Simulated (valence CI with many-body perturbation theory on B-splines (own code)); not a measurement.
# Tb: the cost of one run

Program: an in-house CI+MBPT code version 3. Level of theory: configuration interaction of the valence electrons, many-body perturbation theory for a frozen closed Dirac-Fock core, no-pair Dirac Hamiltonian, B-spline basis. These are calculated values, not measurements, unless marked.

## (1) Starting point

```
element                                      : terbium (Z = 65, A = 159)
charge                                       : +52
frozen core                                  : [Ne]
start configuration of the valence electrons : 3s2 3p1
nuclear rms radius                           : 5.0600 fm
```

## (2) The calculation

Settings, as recorded:

```ini
atom Tb  Z=65  mass_number=159  rms_radius_fm=5.0600
core [Ne]
valence 3s2 3p1
avg = 1
basis = L
breit = 1
cap = 40000
capref = 1200
cscale = 1
de = 0.0
dress = 0
eps = 2e-08
h = 0.27
hh = 1
l2 = 3
lcore = 6
maxit = 60
n2 = 5
natural = 1
nlev = 60
nno = [7, 7, 6, 5, 4, 2, 1]
nroot = 26
nsp = [4, 4, 3, 2, 1, 0, 0]
pt2 = 1
qed = 1
rpa = 1
s1 = 1
s2 = 1
s3 = 1
screen = 1
tol = 2e-05
```

Launch:

```bash
$ python run_cv.py task.json out
```

task.json holds these settings.

Q: Estimate wall time and peak memory on 1 thread of Arm Neoverse V1, shared host.

About 92 s, with a peak of 0.64 GiB.
